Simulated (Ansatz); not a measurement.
**C2H6F2Sn: basis-set convergence**

Aim: see how fast density functionals converge with the basis set for C2H6F2Sn.

The runs use Ansatz 0.2.0, Gaussian basis; one geometry, several basis sets.

Plan: PBE0-D4/def2-SVP; ωB97M-V/def2-SVP; PBE0-D4/def2-QZVPP; ωB97M-V/def2-QZVPP; the functionals' def2-TZVPP values are taken from earlier runs.

### Step 1. Structure used throughout

All runs share one geometry, relaxed beforehand with PBE0-D4 in a triple-zeta def2 set. Sn takes the def2 core potential; no spin-orbit term is included.

SMILES `C[CH2][SnH]([F])[F]`, 11 atoms, charge 0, spin multiplicity 1.

Atoms are counted from 1 here; the program's logs count them from 0.

Bond lengths: C1–C2 1.523 Å, C1–H6 1.092 Å, C1–H7 1.093 Å, C1–H8 1.092 Å, C2–Sn3 2.125 Å, C2–H9 1.092 Å, C2–H10 1.092 Å, Sn3–F4 1.919 Å, Sn3–F5 1.919 Å, Sn3–H11 1.699 Å. Angles: C2–C1–H6 111.6°, C2–C1–H7 110.4°, C2–C1–H8 111.6°, H6–C1–H7 107.7°, H6–C1–H8 107.7°, H7–C1–H8 107.7°, C1–C2–Sn3 111.2°, C1–C2–H9 111.9°, C1–C2–H10 111.9°, Sn3–C2–H9 107.1°, Sn3–C2–H10 107.1°, H9–C2–H10 107.4°, C2–Sn3–F4 105.9°, C2–Sn3–F5 106.0°, C2–Sn3–H11 127.7°, F4–Sn3–F5 102.6°, F4–Sn3–H11 106.0°, F5–Sn3–H11 106.0°.

### Step 2. PBE0-D4 in def2-SVP

in.yaml reads:

```yaml
crystal:
  periodic: [false, false, false]
  atoms:
    - {symbol: C, position_ang: [-1.418605, 0.346049, 0.127903]}
    - {symbol: C, position_ang: [-0.418330, -0.772153, -0.133204]}
    - {symbol: Sn, position_ang: [1.578511, -0.047848, -0.068844]}
    - {symbol: F, position_ang: [1.649064, 1.414054, -1.310276]}
    - {symbol: F, position_ang: [1.765889, 0.832443, 1.626214]}
    - {symbol: H, position_ang: [-1.336475, 1.139689, -0.617039]}
    - {symbol: H, position_ang: [-2.440447, -0.040680, 0.091529]}
    - {symbol: H, position_ang: [-1.268367, 0.797239, 1.110452]}
    - {symbol: H, position_ang: [-0.494983, -1.569115, 0.610083]}
    - {symbol: H, position_ang: [-0.563296, -1.227165, -1.115774]}
    - {symbol: H, position_ang: [3.012541, -0.929511, -0.300444]}
basis:
  gaussian: {orbitals: def2-SVP}
hamiltonian: {xc: pbe0, dispersion: d4}
output: {orbitals: {seedname: orbitals}}
```

Launch:

```sh
> ansatz run in.yaml --threads 2 --pin off --events-out ev --progress --plain --max-ram 32768MiB --backend cpu
```

Further steps of the session: ωB97M-V in def2-SVP; PBE0-D4 in def2-QZVPP; ωB97M-V in def2-QZVPP.

Before running them: what should the planned runs give, taken together? Wanted: PBE0-D4: double and triple zeta above quadruple; ωB97M-V: double and triple zeta above quadruple.

The runs gave:

| quantity | value |
| --- | --- |
| PBE0-D4: double and triple zeta above quadruple | 10.31, 0.52 eV |
| ωB97M-V: double and triple zeta above quadruple | 10.63, 0.51 eV |

**Reading.** For PBE0-D4 the step from double to triple zeta gains 9.79 eV and the next only 0.52 eV. These are total energies; as a rule much of such shifts cancels in differences, which this series doesn't test. The LUMO of ωB97M-V is positive and keeps falling with the basis (1.71 to 0.93 eV): an unbound level that the basis holds in place.
